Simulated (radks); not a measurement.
# Excited configurations of Sn

The task here is to estimate one member of a computed series from the others.

Method: scalar-relativistic Kohn-Sham, PBE, spin-polarised, spherical densities, finite nucleus; open shells are filled with parallel spins first. Code: radks (a radial shooting solver on a logarithmic mesh, Libxc functionals) version 1.

2 further runs of the same task are left out: 2 that didn't finish.

**The system**

| Quantity | Value |
| --- | --- |
| element | tin (Z = 50) |
| charge | 0 |
| electrons | 50 |
| configuration | [Kr] 4d10 5s2 5p2 |
| nuclear rms radius | 4.6519 fm |

Outer shells as boxes (Hund's rule):

Sn
```
[Kr] core
4d [↑↓][↑↓][↑↓][↑↓][↑↓]
5s [↑↓]
5p [↑ ][↑ ][  ]
```

Set-up of the first run:

The run's settings:

```text
Z 50
configuration [Kr] 4d10 5s2 5p2
relativity scalar-relativistic
functional pbe,pbe
spin polarised
nucleus finite rms 4.6519 fm
c 137.035999084
```

Steps of the session up to this table: Ground configuration: [Kr] 4d10 5s2 5p2.

One of the session's tables, all rows but one given; the rest of the session is left out.

It belongs to the step «Ground configuration: [Kr] 4d10 5s2 5p2». From the orbitals of this run (lengths in bohr):

```
  level     <r>  outermost maximum (interpolated)  90 % within  nodes
  4p up  0.8861                             0.788         1.30      2
4p down  0.8856                             0.788         1.30      2
  4d up   1.103                             0.887         1.72      1
4d down   1.096                             0.887         1.70      1
  5s up       ?                                 ?            ?      ?
5s down   2.385                              2.00         3.55      4
  5p up   3.205                              2.57         4.91      3
5p down   3.268                              2.55         5.07      3
```

**Question.** Estimate the row for 5s up.

The run gave: <r>: 2.407; outermost maximum (interpolated): 2.03; 90 % within: 3.57; nodes: 4. In the column «<r>» it lies between 5s down (2.385) and 5p up (3.205).

To keep in mind: Open shells are spherical and high-spin; term and fine-structure splittings are not resolved.
